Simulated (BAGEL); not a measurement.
# SiH3O3F (SMILES O[Si](O)(O)F): B3LYP/def2-SVP (density fitting with qzvpp-jkfit)

What is the energy change on altering one bond length of SiH3O3F at B3LYP/def2-SVP (density fitting with qzvpp-jkfit)? 

Program for the calculation: BAGEL 1.2.2.

**1. The structure to begin with**

The species is SiH3O3F (8 atoms), meant as a singlet with charge 0. As SMILES, `O[Si](O)(O)F`. The shape is that of a PBE0-D4/def2-TZVP optimisation. This is one conformer, not always the lowest.

Bond lengths: O1–Si2 1.619 Å, Si2–O3 1.619 Å, Si2–O4 1.619 Å, Si2–F5 1.594 Å, O1–H6 0.958 Å, O3–H7 0.958 Å, O4–H8 0.958 Å. Angles: O1–Si2–O3 109.9°, O1–Si2–O4 109.9°, O1–Si2–F5 109.0°, O3–Si2–O4 109.9°, O3–Si2–F5 109.0°, O4–Si2–F5 109.1°, Si2–O1–H6 118.5°, Si2–O3–H7 118.5°, Si2–O4–H8 118.5°.

**2. The energy at B3LYP/def2-SVP (density fitting with qzvpp-jkfit)**

calc.json

```json
{ "bagel" : [

{
  "title" : "molecule",
  "basis" : "svp",
  "df_basis" : "qzvpp-jkfit",
  "angstrom" : true,
  "geometry" : [
    { "atom" : "O", "xyz" : [   -0.014900,    1.553700,   -0.307600 ] },
    { "atom" : "Si", "xyz" : [    0.050600,   -0.048800,   -0.087900 ] },
    { "atom" : "O", "xyz" : [    0.980100,   -0.392200,    1.192300 ] },
    { "atom" : "O", "xyz" : [   -1.441000,   -0.634600,    0.141700 ] },
    { "atom" : "F", "xyz" : [    0.682000,   -0.726300,   -1.385600 ] },
    { "atom" : "H", "xyz" : [   -0.516400,    1.893600,   -1.049300 ] },
    { "atom" : "H", "xyz" : [    1.899300,   -0.124100,    1.175200 ] },
    { "atom" : "H", "xyz" : [   -1.547700,   -1.578300,    0.265400 ] }
  ]
},
{
  "title" : "ks",
  "xc_func" : "b3lyp"
},
{
  "title" : "print",
  "file" : "orbitals.molden",
  "orbitals" : true
}

]}
```

Started as:

```bash
$ BAGEL_NUM_THREADS=1 BAGEL calc.json > calc.out
```

The log of the run:

```text
* using 1 threads per process

  ===============================================================
  ===============================================================

  *** Geometry ***

  { "atom" : "O", "xyz" : [     -0.028157,      2.936067,     -0.581280 ] },
  { "atom" : "Si", "xyz" : [      0.095620,     -0.092219,     -0.166107 ] },
  { "atom" : "O", "xyz" : [      1.852121,     -0.741151,      2.253120 ] },
  { "atom" : "O", "xyz" : [     -2.723095,     -1.199220,      0.267774 ] },
  { "atom" : "F", "xyz" : [      1.288793,     -1.372508,     -2.618405 ] },
  { "atom" : "H", "xyz" : [     -0.975855,      3.578385,     -1.982890 ] },
  { "atom" : "H", "xyz" : [      3.589157,     -0.234515,      2.220806 ] },
  { "atom" : "H", "xyz" : [     -2.924729,     -2.982555,      0.501533 ] },

  Number of auxiliary basis functions:      490

  Since a DF basis is specified, we compute 2- and 3-index integrals:
    o Being stored without compression. Storage requirement is 0.031 GB

  Number of basis functions:       89
  Number of electrons      :       50

    * METHOD: MOLECULE                             0.26

  *** Kohn-Sham DFT ***

    * Removing 15293 points whose weight is below 1.00e-10
    * Grid points: 103955

  === Nuclear Repulsion ===
   270.1001770862

       - DIIS with orbital gradients will be used.

  === KS iteration (b3lyp / svp) ===
      0       -585.44946844          0.14455862           0.39
      1       -579.60455891          0.16030968           0.37
      2       -487.14173471          0.29884444           0.37
      3       -609.40138513          0.10340478           0.37
      4       -614.70808188          0.05894846           0.37
      5       -616.46927362          0.02036879           0.37
      6       -616.62578972          0.01100297           0.37
      7       -616.68173862          0.00323277           0.37
      8       -616.68670341          0.00046755           0.38
      9       -616.68678984          0.00019973           0.39
     10       -616.68681109          0.00001990           0.40
     11       -616.68681128          0.00000457           0.40
     12       -616.68681129          0.00000169           0.41
     13       -616.68681129          0.00000070           0.40
     14       -616.68681129          0.00000017           0.39
     15       -616.68681129          0.00000008           0.39
     16       -616.68681129          0.00000001           0.40
    * SCF iteration converged.

    * Permanent dipole moment:
           (   -0.100514,     0.108970,     0.203947) a.u.

    * METHOD: KS                                   7.12

    * METHOD: PRINT                                0.02

  ===============================================================
```

It took 7.8 s on 1 thread of Arm Neoverse V1, shared host; peak memory 0.45 GiB.

**3. The distorted shape at the same level**

dft.json

```json
{ "bagel": [

{
  "title": "molecule",
  "basis": "svp",
  "df_basis": "qzvpp-jkfit",
  "angstrom": "true",
  "geometry": [
    { "atom": "O", "xyz": [       0.113138,       2.686123,      -0.456038 ] },
    { "atom": "Si", "xyz": [       0.178638,       1.083623,      -0.236338 ] },
    { "atom": "O", "xyz": [       1.108138,       0.740223,       1.043862 ] },
    { "atom": "O", "xyz": [      -1.312962,       0.497823,      -0.006738 ] },
    { "atom": "F", "xyz": [       0.810038,       0.406123,      -1.534038 ] },
    { "atom": "H", "xyz": [      -0.388362,       3.026023,      -1.197738 ] },
    { "atom": "H", "xyz": [       2.027338,       1.008323,       1.026762 ] },
    { "atom": "H", "xyz": [      -1.547700,      -1.578300,       0.265400 ] }
  ]
},

{
  "title": "ks",
  "xc_func": "b3lyp"
},

{
  "title": "print",
  "file": "orbitals.molden",
  "orbitals": "true"
}

]}
```

Started as:

```bash
$ BAGEL_NUM_THREADS=1 BAGEL dft.json > dft.out
```

The log of the run:

```text
* using 1 threads per process

  ===============================================================
  ===============================================================

  *** Geometry ***

  { "atom" : "O", "xyz" : [      0.213800,      5.076037,     -0.861787 ] },
  { "atom" : "Si", "xyz" : [      0.337577,      2.047751,     -0.446614 ] },
  { "atom" : "O", "xyz" : [      2.094077,      1.398819,      1.972613 ] },
  { "atom" : "O", "xyz" : [     -2.481139,      0.940749,     -0.012733 ] },
  { "atom" : "F", "xyz" : [      1.530750,      0.767461,     -2.898912 ] },
  { "atom" : "H", "xyz" : [     -0.733898,      5.718355,     -2.263397 ] },
  { "atom" : "H", "xyz" : [      3.831114,      1.905454,      1.940299 ] },
  { "atom" : "H", "xyz" : [     -2.924729,     -2.982555,      0.501533 ] },

  Number of auxiliary basis functions:      490

  Since a DF basis is specified, we compute 2- and 3-index integrals:
    o Being stored without compression. Storage requirement is 0.031 GB

  Number of basis functions:       89
  Number of electrons      :       50

    * METHOD: MOLECULE                             0.24

  *** Kohn-Sham DFT ***

    * Removing 14384 points whose weight is below 1.00e-10
    * Grid points: 104864

  === Nuclear Repulsion ===
   265.7814865612

       - DIIS with orbital gradients will be used.

  === KS iteration (b3lyp / svp) ===
      0       -584.80116933          0.14160345           0.40
      1       -568.51956217          0.16052981           0.39
      2       -552.52064847          0.20267107           0.39
      3       -610.81950147          0.08867003           0.39
      4       -614.50514638          0.05447855           0.39
      5       -616.29094240          0.01890785           0.39
      6       -616.22393406          0.01879522           0.39
      7       -616.19921768          0.01849009           0.39
      8       -616.48580668          0.00148437           0.39
      9       -616.48373779          0.00218218           0.39
     10       -616.48585565          0.00136168           0.39
     11       -616.48658147          0.00093671           0.39
     12       -616.48703366          0.00043044           0.39
     13       -616.48716046          0.00012085           0.40
     14       -616.48716833          0.00001849           0.39
     15       -616.48716849          0.00000988           0.39
     16       -616.48716857          0.00000515           0.39
     17       -616.48716857          0.00000413           0.39
     18       -616.48716858          0.00000122           0.39
     19       -616.48716858          0.00000131           0.39
     20       -616.48716858          0.00000036           0.39
     21       -616.48716858          0.00000010           0.39
     22       -616.48716858          0.00000008           0.39
     23       -616.48716858          0.00000010           0.39
     24       -616.48716858          0.00000004           0.39
     25       -616.48716858          0.00000001           0.39
     26       -616.48716858          0.00000002           0.39
     27       -616.48716858          0.00000001           0.39
    * SCF iteration converged.

    * Permanent dipole moment:
           (   -0.134724,     0.205030,     0.206601) a.u.

    * METHOD: KS                                  11.45

    * METHOD: PRINT                                0.02

  ===============================================================
```

Run time: 12 s. Hardware: 1 thread of Arm Neoverse V1, shared host; peak memory 0.45 GiB.

**4. Outcome**

At B3LYP/def2-SVP (density fitting with qzvpp-jkfit):

| quantity | value |
| --- | --- |
| first shape: total energy | -616.68681 Eh |
| first shape: dipole moment | 0.64 D |
| first shape: HOMO energy | -9.07 eV |
| first shape: LUMO energy | 0.61 eV |
| first shape: HOMO–LUMO gap | 9.67 eV |
| distorted shape: total energy | -616.48717 Eh |
| distorted shape: dipole moment | 0.82 D |
| distorted shape: HOMO energy | -8.53 eV |
| distorted shape: LUMO energy | -5.59 eV |
| distorted shape: HOMO–LUMO gap | 2.95 eV |
| energy change with the O4–H8 bond stretched from 0.958 to 2.107 Å | 5.433 eV |

In words: One bond (distorted shape) is far stretched, which a spin-restricted single reference describes badly; a broken-symmetry solution may lie lower. With the O4–H8 bond stretched from 0.958 to 2.107 Å the energy rises by 5.43 eV (524 kJ/mol). The first shape isn't relaxed at this level, so the change isn't measured from a minimum. A restricted reference can't describe the breaking bond well at this length.
